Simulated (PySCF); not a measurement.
# CH₇BNP: core binding energies at several levels of theory, part 3 of 3

PySCF 2.14.0. Atoms count from 0. Earlier steps stand in the parts before.

### Step 8. X-ray photoelectron lines: SCAN, X2C

What the job is given:

```
{"job": {"kind": "xps", "basis": "def2-TZVP"}, "charge": 0, "multiplicity": 1}
C     -1.670886     0.148510    -0.204181
N     -0.286797     0.256750     0.188288
B      0.826424     0.045596    -0.617227
P      2.627949     0.383868    -0.025570
H     -2.203289     1.109429    -0.101106
H     -1.727854    -0.158696    -1.256790
H     -2.210219    -0.600567     0.400114
H     -0.156399     0.517862     1.160204
H      0.650977    -0.269162    -1.774026
H      3.183857    -0.852680    -0.465929
H      2.493282    -0.011471     1.341296
```

Method: delta-SCF UKS SCAN, def2-TZVP on the ionised atom, pcseg-1 elsewhere, spin-free X2C.

Log:

```text
ground state, core basis on atom 0 (C), 112 functions
  cycle   1  E = -463.97922632  |g| = 3.70e-01
  cycle   2  E = -463.95822780  |g| = 4.76e-01
  cycle   3  E = -464.01659575  |g| = 9.66e-02
  cycle   4  E = -464.01903164  |g| = 2.63e-02
  cycle   5  E = -464.01921202  |g| = 6.89e-03
  cycle   6  E = -464.01922534  |g| = 2.16e-03
  cycle   7  E = -464.01922604  |g| = 6.67e-04
  cycle   8  E = -464.01922546  |g| = 1.76e-04
  E(ground) = -464.04783254 Eh
hole in C 1s of atom 0
  cycle   1  E = -452.74199941  |g| = 1.46e+00
  cycle   2  E = -450.40336853  |g| = 2.22e+00
  cycle   3  E = -452.80388403  |g| = 9.00e-01
  cycle   4  E = -453.21026791  |g| = 4.07e-01
  cycle   5  E = -453.27432847  |g| = 1.11e-01
  cycle   6  E = -453.27951944  |g| = 3.68e-02
  cycle   7  E = -453.28044676  |g| = 9.57e-03
  cycle   8  E = -453.28051126  |g| = 4.68e-03
  cycle   9  E = -453.28052849  |g| = 1.80e-03
  cycle  10  E = -453.28053201  |g| = 8.38e-04
  cycle  11  E = -453.28053170  |g| = 1.99e-04
  E(ion) = -453.30759598 Eh   <S^2> = 0.7686   hole on atom = 1.000   binding energy = 292.257 eV
ground state, core basis on atom 1 (N), 112 functions
  cycle   1  E = -464.03008976  |g| = 2.06e-02
  cycle   2  E = -464.03003900  |g| = 2.43e-02
  cycle   3  E = -464.03017519  |g| = 4.00e-03
  cycle   4  E = -464.03017513  |g| = 3.10e-03
  cycle   5  E = -464.03017686  |g| = 2.80e-04
  E(ground) = -464.05716388 Eh
hole in N 1s of atom 1
  cycle   1  E = -448.43193683  |g| = 1.81e+00
  cycle   2  E = -447.51844693  |g| = 2.01e+00
  cycle   3  E = -448.96604344  |g| = 5.24e-01
  cycle   4  E = -449.03798138  |g| = 3.23e-01
  cycle   5  E = -449.11780752  |g| = 7.39e-02
  cycle   6  E = -449.12151906  |g| = 1.14e-02
  cycle   7  E = -449.12160105  |g| = 5.03e-03
  cycle   8  E = -449.12162247  |g| = 1.43e-03
  cycle   9  E = -449.12162489  |g| = 6.55e-04
  cycle  10  E = -449.12162515  |g| = 2.74e-04
  E(ion) = -449.14755306 Eh   <S^2> = 0.7648   hole on atom = 1.000   binding energy = 405.711 eV
ground state, core basis on atom 2 (B), 112 functions
  cycle   1  E = -464.01414231  |g| = 3.23e-02
  cycle   2  E = -464.01383757  |g| = 4.14e-02
  cycle   3  E = -464.01437162  |g| = 6.05e-03
  cycle   4  E = -464.01438052  |g| = 3.00e-03
  cycle   5  E = -464.01438432  |g| = 4.62e-04
  E(ground) = -464.04358292 Eh
hole in B 1s of atom 2
  cycle   1  E = -456.41305328  |g| = 1.15e+00
  cycle   2  E = -455.23226527  |g| = 1.61e+00
  cycle   3  E = -456.66911983  |g| = 4.62e-01
  cycle   4  E = -456.78959587  |g| = 2.26e-01
  cycle   5  E = -456.80617341  |g| = 1.80e-01
  cycle   6  E = -456.82350855  |g| = 2.61e-02
  cycle   7  E = -456.82413757  |g| = 1.13e-02
  cycle   8  E = -456.82438496  |g| = 8.52e-03
  cycle   9  E = -456.82460806  |g| = 5.79e-03
  cycle  10  E = -456.82473198  |g| = 2.63e-03
  cycle  11  E = -456.82473935  |g| = 1.11e-03
  cycle  12  E = -456.82473959  |g| = 5.31e-04
  cycle  13  E = -456.82474018  |g| = 1.60e-04
  E(ion) = -456.85516403 Eh   <S^2> = 0.8413   hole on atom = 1.000   binding energy = 195.607 eV
ground state, core basis on atom 3 (P), 114 functions
  cycle   1  E = -464.03644677  |g| = 3.39e-02
  cycle   2  E = -464.03622396  |g| = 4.13e-02
  cycle   3  E = -464.03683872  |g| = 6.80e-03
  cycle   4  E = -464.03684369  |g| = 3.91e-03
  cycle   5  E = -464.03684829  |g| = 4.42e-04
  E(ground) = -464.03619841 Eh
hole in P 1s of atom 3
  cycle   1  E = -383.88084078  |g| = 3.19e+00
  cycle   2  E = -382.83522207  |g| = 2.03e+00
  cycle   3  E = -382.36221015  |g| = 1.79e+00
  cycle   4  E = -384.83991929  |g| = 2.74e-01
  cycle   5  E = -384.84227105  |g| = 2.90e-01
  cycle   6  E = -384.89244025  |g| = 7.50e-02
  cycle   7  E = -384.89497342  |g| = 2.32e-02
  cycle   8  E = -384.89521181  |g| = 5.96e-03
  cycle   9  E = -384.89523125  |g| = 1.54e-03
  cycle  10  E = -384.89523328  |g| = 4.22e-04
  E(ion) = -384.89626078 Eh   <S^2> = 0.7518   hole on atom = 1.000   binding energy = 2153.507 eV
hole in P 2p of atom 3
  cycle   1  E = -458.63250720  |g| = 1.32e+00
  cycle   2  E = -458.41483597  |g| = 1.14e+00
  cycle   3  E = -458.88206768  |g| = 4.70e-01
  cycle   4  E = -458.99418603  |g| = 1.78e-01
  cycle   5  E = -459.00704782  |g| = 6.01e-02
  cycle   6  E = -459.00901523  |g| = 1.84e-02
  cycle   7  E = -459.00921513  |g| = 4.28e-03
  cycle   8  E = -459.00922637  |g| = 2.28e-03
  cycle   9  E = -459.00922972  |g| = 7.61e-04
  cycle  10  E = -459.00922995  |g| = 2.96e-04
  E(ion) = -459.02181523 Eh   <S^2> = 0.7534   hole on atom = 1.002   binding energy = 136.448 eV
  2p3/2 = 136.235 eV   2p1/2 = 137.110 eV
```

It took 21 s on 1 thread of Arm Neoverse V1, shared host; peak memory 0.49 GiB.

Binding energies by hole, beside the orbital energy of the ground state; the difference holds orbital relaxation and, for a density functional, its self-interaction error:

| hole | stands for | environment | ΔSCF (eV; 2p as the shell's mean) | −ε (eV) | ⟨S²⟩ |
| --- | --- | --- | --- | --- | --- |
| C1s on C0 | C0 | methyl carbon bonded to N | 292.26 | 274.5 | 0.769 |
| N1s on N1 | N1 | nitrogen bonded to C, B, H | 405.71 | 386.3 | 0.765 |
| B1s on B2 | B2 | boron bonded to N, P, H | 195.61 | 179.9 | 0.841 |
| P1s on P3 | P3 | phosphorus bonded to B, 2 H | 2153.51 | 2093.2 | 0.752 |
| P2p on P3 | P3 | phosphorus bonded to B, 2 H | 136.53 | 125.3 | 0.753 |

With the spin-orbit splitting: P3 2p3/2 136.23, 2p1/2 137.11 eV. The table gives each 2p level as the mean over the whole 2p shell (two parts 2p3/2, one part 2p1/2), which differs a little from the single hole in the log.

### Step 9. Core-electron binding energies: SCAN, non-relativistic

Settings changed since step 8:

```diff
@@ -1,2 +1,2 @@
-{"job": {"kind": "xps", "basis": "def2-TZVP"}, "charge": 0, "multiplicity": 1}
+{"job": {"kind": "xps", "x2c": false}, "charge": 0, "multiplicity": 1}
 C     -1.670886     0.148510    -0.204181
```

Method: delta-SCF UKS SCAN, pcX-2 on the ionised atom, pcseg-1 elsewhere, non-relativistic.

Log:

```text
ground state, core basis on atom 0 (C), 126 functions
  cycle   1  E = -463.19254474  |g| = 3.70e-01
  cycle   2  E = -463.17250414  |g| = 4.69e-01
  cycle   3  E = -463.22874822  |g| = 9.77e-02
  cycle   4  E = -463.23111597  |g| = 3.12e-02
  cycle   5  E = -463.23136901  |g| = 7.48e-03
  cycle   6  E = -463.23138788  |g| = 2.27e-03
  cycle   7  E = -463.23138958  |g| = 6.87e-04
  cycle   8  E = -463.23138926  |g| = 1.86e-04
  E(ground) = -463.25999312 Eh
hole in C 1s of atom 0
  cycle   1  E = -451.95584264  |g| = 1.50e+00
  cycle   2  E = -449.53839632  |g| = 2.39e+00
  cycle   3  E = -452.09333595  |g| = 8.46e-01
  cycle   4  E = -452.43892445  |g| = 4.14e-01
  cycle   5  E = -452.50406338  |g| = 1.13e-01
  cycle   6  E = -452.50923511  |g| = 3.27e-02
  cycle   7  E = -452.50992168  |g| = 1.06e-02
  cycle   8  E = -452.50999653  |g| = 5.10e-03
  cycle   9  E = -452.51001611  |g| = 1.95e-03
  cycle  10  E = -452.51001935  |g| = 9.41e-04
  cycle  11  E = -452.51001984  |g| = 2.27e-04
  E(ion) = -452.53736718 Eh   <S^2> = 0.7702   hole on atom = 1.000   binding energy = 291.778 eV
ground state, core basis on atom 1 (N), 126 functions
  cycle   1  E = -463.24327887  |g| = 4.75e-02
  cycle   2  E = -463.24322774  |g| = 2.45e-02
  cycle   3  E = -463.24327485  |g| = 2.00e-02
  cycle   4  E = -463.24335326  |g| = 5.01e-03
  cycle   5  E = -463.24336216  |g| = 2.89e-04
  E(ground) = -463.27026671 Eh
hole in N 1s of atom 1
  cycle   1  E = -447.65085710  |g| = 1.86e+00
  cycle   2  E = -446.69843338  |g| = 2.19e+00
  cycle   3  E = -448.23529375  |g| = 4.71e-01
  cycle   4  E = -448.25728323  |g| = 3.58e-01
  cycle   5  E = -448.35713966  |g| = 6.83e-02
  cycle   6  E = -448.36026592  |g| = 1.28e-02
  cycle   7  E = -448.36036839  |g| = 4.99e-03
  cycle   8  E = -448.36038762  |g| = 1.36e-03
  cycle   9  E = -448.36038995  |g| = 5.88e-04
  cycle  10  E = -448.36038992  |g| = 2.25e-04
  E(ion) = -448.38643701 Eh   <S^2> = 0.7657   hole on atom = 1.000   binding energy = 405.010 eV
ground state, core basis on atom 2 (B), 126 functions
  cycle   1  E = -463.22498692  |g| = 4.24e-02
  cycle   2  E = -463.22471374  |g| = 3.99e-02
  cycle   3  E = -463.22513348  |g| = 1.51e-02
  cycle   4  E = -463.22519264  |g| = 5.46e-03
  cycle   5  E = -463.22519868  |g| = 6.46e-04
  cycle   6  E = -463.22519974  |g| = 1.15e-04
  E(ground) = -463.25511592 Eh
hole in B 1s of atom 2
  cycle   1  E = -455.62491962  |g| = 1.17e+00
  cycle   2  E = -454.33638128  |g| = 1.78e+00
  cycle   3  E = -455.92807467  |g| = 4.12e-01
  cycle   4  E = -455.96941526  |g| = 3.46e-01
  cycle   5  E = -456.03717770  |g| = 1.55e-01
  cycle   6  E = -456.04941707  |g| = 3.20e-02
  cycle   7  E = -456.05025495  |g| = 1.27e-02
  cycle   8  E = -456.05049849  |g| = 9.28e-03
  cycle   9  E = -456.05068570  |g| = 5.83e-03
  cycle  10  E = -456.05078963  |g| = 2.66e-03
  cycle  11  E = -456.05079744  |g| = 1.00e-03
  cycle  12  E = -456.05079716  |g| = 5.17e-04
  cycle  13  E = -456.05079846  |g| = 1.30e-04
  E(ion) = -456.08103353 Eh   <S^2> = 0.8496   hole on atom = 1.000   binding energy = 195.217 eV
ground state, core basis on atom 3 (P), 137 functions
  cycle   1  E = -463.26088758  |g| = 4.46e-02
  cycle   2  E = -463.26071842  |g| = 4.45e-02
  cycle   3  E = -463.26113262  |g| = 1.07e-02
  cycle   4  E = -463.26115558  |g| = 5.34e-03
  cycle   5  E = -463.26116424  |g| = 8.09e-04
  cycle   6  E = -463.26116258  |g| = 2.36e-04
  E(ground) = -463.26075550 Eh
hole in P 1s of atom 3
  cycle   1  E = -383.34940281  |g| = 4.68e+00
  cycle   2  E = -382.43803160  |g| = 2.40e+00
  cycle   3  E = -381.24196605  |g| = 2.04e+00
  cycle   4  E = -384.43443791  |g| = 3.00e-01
  cycle   5  E = -384.44199711  |g| = 2.64e-01
  cycle   6  E = -384.48192474  |g| = 7.96e-02
  cycle   7  E = -384.48476478  |g| = 3.20e-02
  cycle   8  E = -384.48522711  |g| = 7.67e-03
  cycle   9  E = -384.48526015  |g| = 1.34e-03
  cycle  10  E = -384.48526088  |g| = 4.62e-04
  E(ion) = -384.48520189 Eh   <S^2> = 0.7519   hole on atom = 1.000   binding energy = 2143.592 eV
hole in P 2p of atom 3
  cycle   1  E = -457.86182435  |g| = 1.37e+00
  cycle   2  E = -457.70293641  |g| = 1.19e+00
  cycle   3  E = -458.15186206  |g| = 4.11e-01
  cycle   4  E = -458.22706087  |g| = 1.99e-01
  cycle   5  E = -458.24325570  |g| = 6.31e-02
  cycle   6  E = -458.24532000  |g| = 1.98e-02
  cycle   7  E = -458.24553019  |g| = 5.75e-03
  cycle   8  E = -458.24554896  |g| = 2.05e-03
  cycle   9  E = -458.24555207  |g| = 8.48e-04
  cycle  10  E = -458.24555252  |g| = 3.04e-04
  E(ion) = -458.25737379 Eh   <S^2> = 0.7536   hole on atom = 1.002   binding energy = 136.149 eV
  2p3/2 = 135.930 eV   2p1/2 = 136.811 eV
```

It took 23 s on 1 thread of Arm Neoverse V1, shared host; peak memory 0.49 GiB.

Binding energies by hole, beside the orbital energy of the ground state; the difference holds orbital relaxation and, for a density functional, its self-interaction error:

| hole | stands for | environment | ΔSCF (eV; 2p as the shell's mean) | −ε (eV) | ⟨S²⟩ |
| --- | --- | --- | --- | --- | --- |
| C1s on C0 | C0 | methyl carbon bonded to N | 291.78 | 274.5 | 0.770 |
| N1s on N1 | N1 | nitrogen bonded to C, B, H | 405.01 | 386.2 | 0.766 |
| B1s on B2 | B2 | boron bonded to N, P, H | 195.22 | 179.9 | 0.850 |
| P1s on P3 | P3 | phosphorus bonded to B, 2 H | 2143.59 | 2086.5 | 0.752 |
| P2p on P3 | P3 | phosphorus bonded to B, 2 H | 136.22 | 125.2 | 0.754 |

With the spin-orbit splitting: P3 2p3/2 135.93, 2p1/2 136.81 eV. The table gives each 2p level as the mean over the whole 2p shell (two parts 2p3/2, one part 2p1/2), which differs a little from the single hole in the log.

### Step 10. What came out

This closing draws on all 3 parts.

| quantity | value |
| --- | --- |
| C1s binding energies, SCAN/pcX-2 | C0 291.88 eV |
| N1s binding energies, SCAN/pcX-2 | N1 405.22 eV |
| B1s binding energies, SCAN/pcX-2 | B2 195.26 eV |
| P1s binding energies, SCAN/pcX-2 | P3 2149.44 eV |
| P2p binding energies, SCAN/pcX-2 | P3 136.18 eV |
| C1s binding energies, B3LYP/pcX-2 | C0 291.97 eV |
| N1s binding energies, B3LYP/pcX-2 | N1 405.12 eV |
| B1s binding energies, B3LYP/pcX-2 | B2 195.55 eV |
| P1s binding energies, B3LYP/pcX-2 | P3 2147.72 eV |
| P2p binding energies, B3LYP/pcX-2 | P3 136.03 eV |
| C1s binding energies, PBE0/pcX-2 | C0 291.39 eV |
| N1s binding energies, PBE0/pcX-2 | N1 404.70 eV |
| B1s binding energies, PBE0/pcX-2 | B2 194.93 eV |
| P1s binding energies, PBE0/pcX-2 | P3 2146.99 eV |
| P2p binding energies, PBE0/pcX-2 | P3 135.78 eV |
| C1s binding energies, PBE/pcX-2 | C0 290.99 eV |
| N1s binding energies, PBE/pcX-2 | N1 404.40 eV |
| B1s binding energies, PBE/pcX-2 | B2 194.43 eV |
| P1s binding energies, PBE/pcX-2 | P3 2145.74 eV |
| P2p binding energies, PBE/pcX-2 | P3 135.42 eV |
| C1s binding energies, HF/pcX-2 | C0 291.80 eV |
| N1s binding energies, HF/pcX-2 | N1 404.68 eV |
| P1s binding energies, HF/pcX-2 | P3 2150.40 eV |
| P2p binding energies, HF/pcX-2 | P3 135.67 eV |
| C1s binding energies, SCAN/pcX-1 | C0 291.89 eV |
| N1s binding energies, SCAN/pcX-1 | N1 405.24 eV |
| B1s binding energies, SCAN/pcX-1 | B2 195.25 eV |
| P1s binding energies, SCAN/pcX-1 | P3 2149.48 eV |
| P2p binding energies, SCAN/pcX-1 | P3 136.31 eV |
| C1s binding energies, SCAN/def2-TZVP | C0 292.26 eV |
| N1s binding energies, SCAN/def2-TZVP | N1 405.71 eV |
| B1s binding energies, SCAN/def2-TZVP | B2 195.61 eV |
| P1s binding energies, SCAN/def2-TZVP | P3 2153.51 eV |
| P2p binding energies, SCAN/def2-TZVP | P3 136.53 eV |
| C1s binding energies, SCAN/pcX-2, non-relativistic | C0 291.78 eV |
| N1s binding energies, SCAN/pcX-2, non-relativistic | N1 405.01 eV |
| B1s binding energies, SCAN/pcX-2, non-relativistic | B2 195.22 eV |
| P1s binding energies, SCAN/pcX-2, non-relativistic | P3 2143.59 eV |
| P2p binding energies, SCAN/pcX-2, non-relativistic | P3 136.22 eV |

Single values in the summary come from the first run of each kind that ended normally (SCAN/pcX-2), which need not be the best level.
